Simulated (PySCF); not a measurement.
# C7H11FS: the cost of one run

Programs: PySCF 2.14.0, with routines of our own; each step states its level. All values are computed. Atoms count from 0.

## 1. The starting structure

20 atoms, charge 0, multiplicity 1; geometry from: GFN2-xTB.

## 2. Magnetic properties: GIAO KT3/pcSseg-1

What the job is given:

```
{"job": {"kind": "mag", "xc": "KT3", "basis": "pcSseg-1", "isotopologues": 0}, "charge": 0, "multiplicity": 1}
F      1.012564     1.831732    -0.402025
C      1.616324     0.846089     0.333399
S      0.510769     0.057808     1.497095
C     -0.470846    -0.985855     0.347826
C     -1.473171    -0.190296    -0.435338
C     -2.763916     0.207459     0.214216
C     -2.759347    -0.843845    -0.851141
C      3.045895     1.069804     0.700685
C      2.686051     0.063839    -0.358591
H     -0.962428    -1.710217     0.996301
H      0.239111    -1.500224    -0.301470
H     -1.031353     0.516599    -1.126409
H     -2.930237    -0.101949     1.235086
H     -3.175225     1.177686    -0.016352
H     -2.924212    -1.869364    -0.556056
H     -3.165141    -0.600406    -1.820942
H      3.492312     2.001788     0.389446
H      3.376602     0.712172     1.662693
H      2.779534    -0.985100    -0.122592
H      2.891564     0.312958    -1.388866
```

With the program's defaults for keys left out, this is: GIAO KT3/pcSseg-1 magnetisability, rotational g tensor and spin-rotation constants, non-relativistic, gas phase.

Started as:

```
> OMP_NUM_THREADS=1 python excited_run.py task.json out
```

The driver reads the jobs from task.json and runs them one after another.

**Question.** How long does this first job take on 1 thread of AMD EPYC 9R14, shared host, and how much memory does it need?

About 58 s, with a peak of 0.77 GiB.
